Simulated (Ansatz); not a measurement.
# Cl3FGeH2: the cost of one run

All numbers below are computed with Ansatz 0.2.0 (RKS PBE0/def2-SVP).

## Step 1: The starting structure

Bond lengths: Ge1–Cl3 2.220 Å, Ge1–Cl4 2.218 Å, Ge1–Cl5 2.218 Å, Ge1–F6 1.980 Å. Angles: Cl3–Ge1–Cl4 109.5°, Cl3–Ge1–Cl5 109.5°, Cl3–Ge1–F6 178.9°, Cl4–Ge1–Cl5 109.5°, Cl4–Ge1–F6 70.0°, Cl5–Ge1–F6 70.0°.

As a file:

```xyz
7

Ge    0.0000    0.0000    0.0000
H     0.0000    0.0000    1.9000
Cl    2.0935    0.0000   -0.7393
Cl   -1.0456    1.8115   -0.7393
Cl   -1.0456   -1.8115   -0.7393
F    -1.8790    0.0000    0.6243
H    -1.0089    0.0000    1.7574
```

## Step 2: A restrained relaxation towards end A

Springs on the bonds that form and break draw the guess towards this end; the thresholds are loose.

File input.yaml:

```yaml
crystal:
  periodic: [false, false, false]
  atoms:
    - { symbol: Ge, position_ang: [0.0, 0.0, 0.0] }
    - { symbol: H, position_ang: [0.0, 0.0, 1.9] }
    - { symbol: Cl, position_ang: [2.0935, 0.0, -0.7393] }
    - { symbol: Cl, position_ang: [-1.0456, 1.8115, -0.7393] }
    - { symbol: Cl, position_ang: [-1.0456, -1.8115, -0.7393] }
    - { symbol: F, position_ang: [-1.879, 0.0, 0.6243] }
    - { symbol: H, position_ang: [-1.0089, 0.0, 1.7574] }
basis:
  gaussian: { orbitals: def2-SVP }
hamiltonian:
  xc: pbe0
relax:
  f_tol: 0.15
  max_steps: 25
  restrain:
    - { distance: [0, 5], at: 2.88, k: 30.0 }
    - { distance: [6, 1], at: 1.86, k: 30.0 }
    - { distance: [0, 1], at: 1.55, k: 30.0 }
    - { distance: [6, 5], at: 0.92, k: 30.0 }
output:
  orbitals: {}
```

Launch:

```sh
$ ansatz run input.yaml --threads 4 --pin off --max-ram 5120MiB --backend cpu --events-out ev --progress --plain --runs-dir out
```

**Question.** How long does this run take on 4 threads of Intel Xeon Platinum 8259CL at 2.50GHz (Skylake/Cascade Lake), shared host, and how much memory does it need?

About 25 s, with a peak of 0.31 GiB.
